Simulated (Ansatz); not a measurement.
# BrTe: vertical and adiabatic energies of changing the electron count

Program: the Python package of Ansatz (0.2.0).

`adiabatic_brte.py`
```python
"""How BrTe relaxes after losing an electron."""

import itertools

import ansatz as az
from ase.data import atomic_numbers, covalent_radii
import numpy as np

BASIS_SET = "def2-SVP"
FUNCTIONAL = "CAM-B3LYP"
CHARGE = 1

geometry_ang = [
    ("Te", [0.0, 0.0, 0.0]),
    ("Br", [0.0, 0.0, 2.435]),
]
system = az.Crystal.molecule()
for symbol, xyz in geometry_ang:
    system = system.atom(symbol, xyz)

calculation = (
    system.calculation()
    .basis(gaussian=BASIS_SET)
    .functional(FUNCTIONAL)
    .spin("collinear", total=1)
    .accuracy("medium")
)
symbols = [site.symbol for site in system.cartesian_sites]
start = np.array([site.position_ang for site in system.cartesian_sites], dtype=float)
r = calculation.relax(force_tolerance=0.01, max_steps=100).run(threads=1).report
end = np.array(r["positions_ang"])

minimum = az.Crystal.molecule()
for symbol, place in zip(symbols, end):
    minimum = minimum.atom(symbol, place.tolist())
ion = minimum.calculation().basis(gaussian=BASIS_SET).functional(FUNCTIONAL).accuracy("medium").charge(CHARGE)
vertical = ion.run(threads=1).report
settled = ion.relax(force_tolerance=0.01, max_steps=80).run(threads=1).report
print(f"vertical ionisation energy   {vertical['free_energy_ev'] - r['free_energy_ev']:.3f} eV")
print(f"adiabatic, no zero point     {settled['free_energy_ev'] - r['free_energy_ev']:.3f} eV")
print(f"relaxation energy of the ion {vertical['free_energy_ev'] - settled['free_energy_ev']:.3f} eV")
ionised = np.array(settled["positions_ang"])
# pairs closer than 1.2 times the sum of covalent radii, before or after
radius = [covalent_radii[atomic_numbers[s]] for s in symbols]
span = lambda where, i, j: np.linalg.norm(where[i] - where[j])
bonded = [(i, j) for i, j in itertools.combinations(range(len(symbols)), 2) if min(span(end, i, j), span(ionised, i, j)) < 1.2 * (radius[i] + radius[j])]
print("pair        before    after (A)")
for i, j in bonded:
    print(f"{symbols[i]}{i}-{symbols[j]}{j}".ljust(10), f"{span(end, i, j):8.4f} {span(ionised, i, j):8.4f}")
```

```console
$ python adiabatic_brte.py
vertical ionisation energy   9.813 eV
adiabatic, no zero point     9.725 eV
relaxation energy of the ion 0.088 eV
pair        before    after (A)
Te0-Br1      2.4905   2.3869
```

Notes:
- The settings weren't tested for convergence.
- The energies are electronic: no zero-point or thermal terms, and the basis set is short of its limit. The product may relax into another structure. Each relaxation finds its nearest minimum, which needn't be the lowest.
- def2 sets replace the cores of elements past krypton by effective core potentials.
- The run takes the species as open-shell (spin multiplicity 2), which needn't be its ground state.
- Only the spin states typed were run; another state of an ion can lie lower, by up to an eV or two.
- The spin state was assumed, and another may lie lower.
- The whole script took 30 s on 1 thread of Arm Neoverse V2, with other jobs on the host, peak memory 0.26 GiB.
